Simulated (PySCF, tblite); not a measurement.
# C5H2F3O radical: geometry, infrared bands and EPR parameters

What infrared bands and EPR parameters should C5H2F3O radical (`O=c1cc1[C@H](F)[C](F)F`) show?

Programs: tblite 0.8.0 and PySCF 2.14.0, with density-fitted response routines of our own. Each step states its level of theory. These are calculated values for one molecule in the gas phase, unless marked as measured. Atoms are numbered from 0 throughout.

## 1. The molecule as given

11 atoms, charge 0, multiplicity 2; geometry from: force field or distance geometry start.

Bonds of the start (Å): O0–C1 1.25, C1–C2 1.39, C2–C3 1.39, C3–C4 1.49, C4–F5 1.41, C4–C6 1.49, C6–F7 1.38, C6–F8 1.37, C3–C1 1.38, C2–H9 1.08, C4–H10 1.09.

## 2. Relaxing the molecule with GFN2-xTB

Job settings and geometry (Å):

```
{"job": {"kind": "relax", "xc": "GFN2-xTB", "basis": "xTB"}, "charge": 0, "multiplicity": 2}
O      1.666100     2.091200    -0.681100
C      1.431000     0.901800    -0.376000
C      1.890300    -0.339000     0.033600
C      0.531200    -0.126100    -0.181600
C     -0.818300    -0.749000    -0.138700
F     -1.165900    -0.928100    -1.490300
C     -1.828800     0.132400     0.512900
F     -1.513900     0.423400     1.827300
F     -2.118100     1.264900    -0.203100
H      2.739500    -0.950700     0.301800
H     -0.807800    -1.718100     0.369300
```

The run is started by

```sh
OMP_NUM_THREADS=1 python probes_run.py task.json out
```

The driver reads the jobs from task.json and runs them one after another.

What it wrote:

```text
step      E/eV     max force
  0    -810.34614    8.200
  1    -809.90066   17.532
  2    -810.74889    1.747
  3    -810.77846    0.581
  4    -810.80218    0.953
  5    -810.81332    0.831
  6    -810.82517    0.370
  7    -810.83219    0.275
  8    -810.83569    0.328
  9    -810.83992    0.226
 10    -810.84236    0.162
 11    -810.84500    0.193
 12    -810.84799    0.276
 13    -810.85156    0.281
 14    -810.85484    0.214
 15    -810.85770    0.141
 16    -810.86034    0.225
 17    -810.86274    0.204
 18    -810.86477    0.132
 19    -810.86655    0.153
 20    -810.86840    0.182
 21    -810.87043    0.193
 22    -810.87212    0.122
 23    -810.87323    0.077
 24    -810.87398    0.092
 25    -810.87482    0.117
 26    -810.87598    0.131
 27    -810.87754    0.135
 28    -810.87983    0.141
 29    -810.88353    0.180
 30    -810.88943    0.235
 31    -810.89772    0.260
 32    -810.90822    0.258
 33    -810.91727    0.413
 34    -810.90008    1.001
 35    -810.92764    0.293
 36    -810.93202    0.195
 37    -810.94055    0.151
 38    -810.95052    0.385
 39    -810.95599    0.212
 40    -810.96219    0.177
 41    -810.96724    0.268
 42    -810.97006    0.203
 43    -810.97522    0.223
 44    -810.98131    0.354
 45    -810.98504    0.183
 46    -810.98710    0.141
 47    -810.98986    0.144
 48    -810.99293    0.157
 49    -810.99516    0.115
 50    -810.99630    0.122
 51    -810.99723    0.115
 52    -810.99891    0.126
 53    -811.00102    0.137
 54    -811.00369    0.295
 55    -811.00630    0.224
 56    -811.00878    0.133
 57    -811.01118    0.127
 58    -811.01280    0.110
 59    -811.01464    0.106
 60    -811.01568    0.180
 61    -811.01735    0.158
 62    -811.01900    0.101
 63    -811.02095    0.156
 64    -811.02186    0.130
 65    -811.02342    0.098
 66    -811.02489    0.217
 67    -811.02568    0.181
 68    -811.02652    0.134
 69    -811.02926    0.079
 70    -811.03073    0.087
 71    -811.03192    0.118
 72    -811.03250    0.225
 73    -811.03319    0.183
 74    -811.03455    0.109
 75    -811.03541    0.113
 76    -811.03631    0.102
 77    -811.03674    0.085
 78    -811.03707    0.058
 79    -811.03736    0.068
 80    -811.03762    0.061
 81    -811.03783    0.049
 82    -811.03795    0.023
 83    -811.03799    0.018
 84    -811.03804    0.021
 85    -811.03808    0.019
 86    -811.03812    0.017
 87    -811.03815    0.018
 88    -811.03819    0.021
 89    -811.03822    0.018
 90    -811.03826    0.018
 91    -811.03829    0.022
 92    -811.03832    0.024
 93    -811.03835    0.018
 94    -811.03840    0.016
 95    -811.03845    0.017
 96    -811.03849    0.031
 97    -811.03853    0.041
 98    -811.03858    0.044
 99    -811.03866    0.046
100    -811.03877    0.034
101    -811.03886    0.024
102    -811.03891    0.029
103    -811.03893    0.012
104    -811.03894    0.010
```

Run time: 0.63 s. Hardware: 1 thread of Arm Neoverse V1, shared host.

Step by step: (not every step is listed) (the energy doesn't fall at every step)

```
step  energy from step 0 (eV)  largest force (eV/Å)
   0                   0.0000                8.1997
   1                   0.4455               17.5315
   2                  -0.4027                1.7475
   3                  -0.4323                0.5813
   4                  -0.4560                0.9533
   5                  -0.4672                0.8311
   6                  -0.4790                0.3705
   7                  -0.4860                0.2752
   8                  -0.4896                0.3283
  17                  -0.5166                0.2038
  26                  -0.5298                0.1314
  35                  -0.5815                0.2931
  44                  -0.6352                0.3536
  53                  -0.6549                0.1372
  62                  -0.6729                0.1014
  71                  -0.6858                0.1182
  80                  -0.6915                0.0611
  89                  -0.6921                0.0185
  98                  -0.6924                0.0437
  99                  -0.6925                0.0461
 100                  -0.6926                0.0339
 101                  -0.6927                0.0237
 102                  -0.6928                0.0286
 103                  -0.6928                0.0121
 104                  -0.6928                0.0100
```

Distances of close pairs at the start and the end, largest changes first:

```
 bond  before (Å)  after (Å)  change (Å)
C1–C3       1.380      1.452      +0.072
O0–C1       1.250      1.182      -0.068
C6–F7       1.383      1.340      -0.042
C2–C3       1.392      1.351      -0.041
C1–C2       1.385      1.426      +0.041
C4–F5       1.407      1.367      -0.040
C6–F8       1.371      1.335      -0.036
C2–H9       1.080      1.067      -0.014
```

The next job starts from the end point, and lists it.

## 3. Vibrational analysis with GFN2-xTB

Job settings and geometry (Å):

```
{"job": {"kind": "ir", "xc": "GFN2-xTB", "basis": "xTB"}, "charge": 0, "multiplicity": 2}
O      2.133734     1.316867    -1.734351
C      1.636484     0.690890    -0.863497
C      1.605805     0.109580     0.438519
C      0.524781    -0.087283    -0.347353
C     -0.845247    -0.644217    -0.400116
F     -1.420104    -0.434728    -1.622891
C     -1.671164    -0.011658     0.686540
F     -1.416355    -0.474649     1.918002
F     -1.746265     1.320367     0.724389
H      2.029769    -0.050273     1.404207
H     -0.826013    -1.732226    -0.229413
```

What it wrote:

```text
mode    cm-1     km/mol
  1      33.4      4.92
  2      49.2      0.71
  3      99.8      2.45
  4     141.0      1.53
  5     209.4      2.75
  6     307.5      1.36
  7     363.0     11.09
  8     445.0      6.85
  9     474.7     30.83
 10     513.1     15.48
 11     551.0      2.60
 12     589.7     33.35
 13     702.8     16.07
 14     754.0     13.32
 15     847.5     22.09
 16     871.4     65.36
 17    1019.4     26.31
 18    1038.8     92.58
 19    1062.0     35.56
 20    1113.5    110.19
 21    1186.4    150.31
 22    1214.5    246.58
 23    1249.5     83.57
 24    1655.5    187.73
 25    2082.3    948.19
 26    2875.2      5.09
 27    3182.1      2.01
```

Wall time 0.32 s (1 thread of Arm Neoverse V1, shared host).

The strongest bands and the atoms that carry them (share of the mass-weighted mode):

```
cm⁻¹  km/mol                                atoms
 871    65.4                     H9 29 %, C4 21 %
1039    92.6            C4 41 %, F5 23 %, C3 20 %
1114   110.2  H10 40 %, C6 30 %, F7 13 %, C4 11 %
1186   150.3  H10 42 %, C6 34 %, C4 11 %, F7 11 %
1214   246.6           C6 61 %, H10 18 %, F8 17 %
1250    83.6           H10 62 %, C4 19 %, C6 14 %
1656   187.7                     C3 54 %, C2 31 %
2082   948.2                     C1 67 %, O0 23 %
```

## 4. EPR parameters: B3LYP/pcH-1

Settings changed since step 3:

```diff
@@ -1,2 +1,2 @@
-{"job": {"kind": "ir", "xc": "GFN2-xTB", "basis": "xTB"}, "charge": 0, "multiplicity": 2}
+{"job": {"kind": "epr", "basis": "pcH-1"}, "charge": 0, "multiplicity": 2}
 O      2.133734     1.316867    -1.734351
```

With the program's defaults for keys left out, this is: UKS B3LYP, pcH-1 on C F H O, non-relativistic, mean-field spin-orbit, GIAO.

What it wrote:

```text
UKS, coarse grid
  cycle   1  E = -566.08593459  |g| = 8.35e-01
  cycle   2  E = -563.39064702  |g| = 2.26e+00
  cycle   3  E = -566.21202940  |g| = 5.41e-01
  cycle   4  E = -566.33291216  |g| = 1.12e-01
  cycle   5  E = -566.33882384  |g| = 6.15e-02
  cycle   6  E = -566.34016781  |g| = 2.88e-02
  cycle   7  E = -566.34049703  |g| = 9.20e-03
  cycle   8  E = -566.34053681  |g| = 3.38e-03
  cycle   9  E = -566.34054227  |g| = 1.47e-03
  cycle  10  E = -566.34054318  |g| = 4.31e-04
UKS, final grid
  cycle   1  E = -566.34062249  |g| = 5.32e-04
  cycle   2  E = -566.34062239  |g| = 7.87e-04
  cycle   3  E = -566.34062261  |g| = 1.19e-04
  cycle   4  E = -566.34062262  |g| = 4.55e-05
  cycle   5  E = -566.34062262  |g| = 3.74e-05
  cycle   6  E = -566.34062262  |g| = 1.15e-05
E = -566.34062262 Eh   <S^2> = 0.7529 (exact 0.7500)
g shifts (ppm)      1          2          3
  rmc          -251       -251       -251
  gc             13          2        -20
  oz_so        -223       2452       2630
  total        -460       2203       2358
hyperfine (MHz)  atom isotope    a_iso     a_fc   dipolar eigenvalues
    0   17O      -1.20      -1.20     -5.75      2.55      3.19
    1   13C       4.09       4.09     -2.27     -1.29      3.56
    2   13C       4.87       4.87     -3.03     -1.42      4.44
    3   13C      24.61      24.61     -5.83     -2.99      8.82
    4   13C      12.21      12.21     -6.73     -5.91     12.64
    5   19F      30.70      30.70     -8.60     -4.96     13.56
    6   13C     411.94     411.94    -77.26    -76.91    154.17
    7   19F     200.48     200.48   -223.10   -196.64    419.73
    8   19F     237.44     237.44   -231.91   -207.87    439.77
    9    1H       5.08       5.08     -1.21     -0.84      2.05
   10    1H      10.02      10.02     -7.00     -5.34     12.34
```

Run time: 70 s. Hardware: 1 thread of Arm Neoverse V1, shared host; peak memory 0.98 GiB.

Principal g values 2.00186, 2.00452, 2.00468; g(iso) = 2.00369, against 2.00232 for a free electron.

Hyperfine couplings; where a row names several nuclei, a(iso) is their mean (it holds for fast rotation or exchange) and the dipolar term the largest among them:

```
nuclei  isotope  a(iso) (MHz)  a(iso) (G, at g = 2.0023)  largest dipolar term (MHz)
    C6      13C         411.9                      147.0                       154.2
F7, F8      19F         219.0                       78.1                       439.8
    F5      19F          30.7                       11.0                        13.6
    C3      13C          24.6                        8.8                         8.8
    C4      13C          12.2                        4.4                        12.6
   H10       1H          10.0                        3.6                        12.3
    H9       1H           5.1                        1.8                         2.1
    C2      13C           4.9                        1.7                         4.4
    C1      13C           4.1                        1.5                         3.6
    O0      17O          -1.2                       -0.4                        -5.7
```

Mulliken spin populations:

```
atom  value (e)
  O0       0.01
  C1       0.01
  C2       0.03
  C3       0.01
  C4      -0.01
  F5       0.00
  C6       0.83
  F7       0.06
  F8       0.06
  H9       0.00
 H10       0.00
```

In first order the couplings over 0.8 MHz of 19F, 1H give 24 distinct lines over 172.6 G, if the averaged nuclei exchange fast.

Orbitals, density, ELF and potential are computed afterwards from the orbital file.

ELF in a plane through or near 6 of the atoms.

Values, 10 rows by 14 columns:
```
0.00 0.00 0.00 0.00 0.00 0.00 0.00 0.00 0.00 0.00 0.00 0.00 0.00 0.00
0.00 0.00 0.00 0.00 0.00 0.00 0.00 0.01 0.03 0.01 0.00 0.00 0.00 0.00
0.00 0.00 0.00 0.06 0.03 0.00 0.02 0.53 0.75 0.51 0.02 0.00 0.00 0.00
0.00 0.00 0.26 0.58 0.26 0.08 0.05 0.35 0.58 0.57 0.01 0.01 0.00 0.00
0.00 0.01 0.42 0.55 0.62 0.82 0.66 0.86 0.24 0.45 0.60 0.58 0.00 0.00
0.00 0.00 0.01 0.09 0.87 0.59 0.61 0.57 0.53 0.39 0.37 0.09 0.00 0.00
0.00 0.00 0.00 0.14 0.68 0.23 0.61 0.07 0.32 0.78 0.78 0.15 0.00 0.00
0.00 0.00 0.00 0.02 0.91 1.00 0.73 0.01 0.30 0.65 0.43 0.07 0.00 0.00
0.00 0.00 0.00 0.00 0.30 0.74 0.15 0.00 0.00 0.02 0.00 0.00 0.00 0.00
0.00 0.00 0.00 0.00 0.00 0.00 0.00 0.00 0.00 0.00 0.00 0.00 0.00 0.00
```
The map spans 10.8 Å across and 9.1 Å up, centred on the molecule. Atoms in the plane (x, y in Å): C2 (-1.4, -0.9), C3 (-0.6, 0.2), C4 (0.8, 0.6), F5 (1.0, 2.0), F7 (2.0, -1.4), H9 (-1.5, -1.9).

On the surface of density 0.002 e/bohr³ the electrostatic potential runs, from the 1st to the 99th percentile, from -1.67 V near O0 to 1.88 V near H9.

The spin density lies nearest to C6 67 %; F7, F8 about 10 % each.

## 5. Summary of results

```
                                 quantity                  value
strongest single infrared mode (GFN2-xTB)  2082 cm⁻¹, 948 km/mol
             zero-point energy (GFN2-xTB)          35.2 kcal/mol
                           g(iso) (B3LYP)                2.00369
                                     ⟨S²⟩     0.753 (exact 0.75)
       largest a(iso) (averaged by class)   13C on C6, 411.9 MHz
    surface potential, 1st and 99th percentile     -1.67 V and 1.88 V
```

Relaxing lowered the energy by 0.693 eV in 104 steps; the close pair that moved most is C1–C3, from 1.380 to 1.452 Å. No mode is imaginary among the 27: a minimum at this level. The strongest single mode, at 2082 cm⁻¹, moves mainly C1. GFN2-xTB is a fitted tight-binding method: band positions and strengths are rough. Its intensities can rank the bands wrongly. C6 carries the largest spin population, 0.83 e. The isotropic g lies 1.4 ppt above the free-electron value.
